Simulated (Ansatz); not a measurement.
A nudged elastic band was laid between two geometries of a periodic cell of 17 atoms, Si₁₆Ge (host Si, host structure diamond, interstitial Ge).

Computed with Ansatz 0.2.0, DFT PBEsol, scalar-relativistic, plane waves, PAW. Settings: PAW set soft_1, cutoff 420 eV, k mesh 2x2x2, gaussian smearing 0.05 eV, no spin polarisation.

* movable images: 5
* climbing image: yes
* spring: 1.0 eV/Å²
* optimiser: lbfgs
* start path: IDPP
* force threshold: 0.05 eV/Å
* iteration limit: 33
* end points: relaxed

Initial state:

```xyz
17
Lattice="0.0000 5.4300 5.4300 5.4300 0.0000 5.4300 5.4300 5.4300 0.0000" Properties=species:S:1:pos:R:3
Si 0.000 -0.050 0.000
Si 1.400 1.315 1.400
Si 2.762 2.714 0.000
Si 4.064 4.080 1.366
Si 2.714 -0.005 2.716
Si 4.030 1.315 4.030
Si 5.429 2.714 2.667
Si 6.826 4.111 4.034
Si 0.000 2.714 2.763
Si 1.366 4.080 4.064
Si 2.715 5.430 2.715
Si 4.064 6.778 4.065
Si 2.667 2.714 5.430
Si 4.032 4.112 6.828
Si 5.430 5.476 5.430
Si 6.795 6.778 6.796
Ge 5.428 2.707 5.431
```

Final state:

```xyz
17
Lattice="0.0000 5.4300 5.4300 5.4300 0.0000 5.4300 5.4300 5.4300 0.0000" Properties=species:S:1:pos:R:3
Si 0.007 0.009 0.009
Si 1.357 1.358 1.358
Si 2.706 2.708 0.009
Si 4.072 4.073 1.311
Si 2.706 0.009 2.708
Si 4.072 1.311 4.073
Si 5.468 2.677 2.677
Si 6.835 4.074 4.073
Si 0.009 2.707 2.707
Si 1.309 4.073 4.073
Si 2.673 5.472 2.673
Si 4.072 6.837 4.073
Si 2.674 2.674 5.471
Si 4.072 4.073 6.836
Si 5.473 5.472 5.473
Si 6.785 6.792 6.790
Ge 4.069 4.079 4.077
```

Problem. What changes between the two ends?

Solution. The atom that moves furthest is Ge17, by 2.36 Å; four of its nearest neighbours are Si6 2.42, Si2 2.42, Si14 2.42, Si8 2.42 Å at the first end and Si15 2.42, Si11 2.42, Si13 2.42, Si7 2.43 Å at the last.

Problem. Give the energies along the band, and the barrier.

Solution. The run converged. The highest image is number 3 of 0 to 6, 0.35 eV above the ends, which have the same energy within 2 meV. By the program's own check the climbing image is of a kind that is not told: the force calls were inconclusive, a negative curvature could not be distinguished from the path's own, the only one lies far off the path, or fixed occupations may fill a level only in part (lowest curvatures found: 0.01 and 0.39 eV/Å²). Limits of this set-up: coarse k mesh, PAW files made for another functional, a small cell, in which the defect meets its images, a typed lattice constant that wasn't relaxed here.

```tsv
image	path coordinate (Å)	energy (eV)	Si2–Ge17 (Å)	Si11–Ge17 (Å)
0	0.00	0.00	2.42	4.70
1	0.55	0.10	2.47	4.25
2	1.13	0.30	2.66	3.73
3	1.65	0.35	3.17	3.17
4	2.18	0.30	3.73	2.66
5	2.75	0.10	4.25	2.47
6	3.31	0.00	4.69	2.42
```

Problem. What is the geometry of the highest image?

Solution. 
```xyz
17
Lattice="0.0000 5.4300 5.4300 5.4300 0.0000 5.4300 5.4300 5.4300 0.0000" Properties=species:S:1:pos:R:3
Si -0.066 -0.019 -0.061
Si 1.149 1.563 1.153
Si 2.731 2.778 -0.062
Si 4.133 4.008 1.342
Si 2.514 0.202 2.512
Si 3.973 1.230 3.974
Si 5.529 2.616 2.586
Si 6.918 4.173 3.973
Si -0.065 2.777 2.735
Si 1.338 4.009 4.137
Si 2.918 5.224 2.922
Si 4.133 6.804 4.138
Si 2.590 2.617 5.528
Si 3.974 4.171 6.914
Si 5.528 5.558 5.529
Si 6.990 6.587 6.988
Ge 4.752 3.392 4.753
```

Run time: 36 min on 1 thread of Intel(R) Xeon(R) Processor @ 2.50GHz (Skylake/Cascade Lake), on a shared host, peak memory 0.92 GiB.
